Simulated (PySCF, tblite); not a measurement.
**C₆H₉N₃O: geometry, infrared bands and NMR shifts**

Wanted: the infrared bands and NMR shifts of C₆H₉N₃O (`COc1cnn(C2CC2)n1`), by calculation.

The runs use tblite 0.8.0 and PySCF 2.14.0, with density-fitted response routines of our own; the level of theory stands in each step. All values are computed, except where a source is named. Atoms count from 0, in the outputs and in this text.

### Step 1. Starting geometry

19 atoms, charge 0, multiplicity 1; geometry from: force field or distance geometry start.

Bonds of the start (Å): C0–O1 1.41, O1–C2 1.37, C2–C3 1.38, C3–N4 1.34, N4–N5 1.34, N5–C6 1.45, C6–C7 1.51, C7–C8 1.49, N5–N9 1.31, N9–C2 1.35, C8–C6 1.51, C0–H10 1.11, C0–H11 1.12, C0–H12 1.10, C3–H13 1.10, C6–H14 1.11, C7–H15 1.10, C7–H16 1.12, C8–H17 1.12, C8–H18 1.11.

### Step 2. Geometry optimisation with GFN2-xTB

Job settings and geometry (Å):

```
{"job": {"kind": "relax", "xc": "GFN2-xTB", "basis": "xTB"}, "charge": 0, "multiplicity": 1}
C      3.655900    -0.192000    -0.825400
O      2.934500    -0.588600     0.313200
C      1.582200    -0.368300     0.383400
C      0.788800    -0.719600     1.460200
N     -0.463300    -0.347800     1.160700
N     -0.485700     0.219900    -0.054800
C     -1.703700     0.727500    -0.645300
C     -2.827500    -0.282400    -0.645800
C     -2.906300     0.894800     0.258200
N      0.743500     0.201900    -0.500900
H      3.478700    -0.960000    -1.610900
H      4.734200    -0.295300    -0.558700
H      3.426200     0.834800    -1.144900
H      1.117900    -1.217100     2.383500
H     -1.645300     1.341600    -1.564600
H     -3.399000    -0.323600    -1.582800
H     -2.576500    -1.251100    -0.149500
H     -2.804300     0.667100     1.348400
H     -3.660000     1.667500    -0.016300
```

Run with:

```console
> OMP_NUM_THREADS=1 python probes_run.py task.json out
```

One launch serves the whole session: the jobs run in the order shown.

**Question.** This job is followed by: GFN2-xTB harmonic vibrations, gas phase; GIAO PBE0/pcSseg-1 NMR shielding, non-relativistic, gas phase. What will the session give for the following? strongest single infrared mode (GFN2-xTB); zero-point energy (GFN2-xTB); 13C shifts against TMS (PBE0/pcSseg-1, means over atoms taken as alike); 1H shifts against TMS (PBE0/pcSseg-1, means over atoms taken as alike); 17O shifts against H2O (PBE0/pcSseg-1); 15N shifts against NH3 (PBE0/pcSseg-1); surface potential, 1st and 99th percentile.

The runs gave:

| quantity | value |
| --- | --- |
| strongest single infrared mode (GFN2-xTB) | 1552 cm⁻¹, 311 km/mol |
| zero-point energy (GFN2-xTB) | 94.3 kcal/mol |
| 13C shifts against TMS (PBE0/pcSseg-1, means over atoms taken as alike) | 168.0, 123.0, 57.8, 35.6, 9.8 ppm |
| 1H shifts against TMS (PBE0/pcSseg-1, means over atoms taken as alike) | 7.05, 4.09, 3.85, 1.36, 0.90 ppm |
| 17O shifts against H2O (PBE0/pcSseg-1) | 75.5 ppm |
| 15N shifts against NH3 (PBE0/pcSseg-1) | 348.6, 322.5, 259.1 ppm |
| surface potential, 1st and 99th percentile | -1.26 V and 0.97 V |

Relaxing lowered the energy by 0.809 eV in 94 steps; the close pair that moved most is C8–H17, from 1.118 to 1.078 Å. All 51 modes are real, so the xTB geometry is a minimum. The strongest single mode, at 1552 cm⁻¹, moves mainly C2. Unscaled tight-binding wavenumbers are off by several per cent, some by more. Its intensities can rank the bands wrongly. At PBE0/pcSseg-1: The largest span, 499 ppm, is at N4, where the paramagnetic term is -406 ppm. NICS(1)zz of -29 ppm above the planar ring from C2 marks a diatropic (aromatic) ring current.
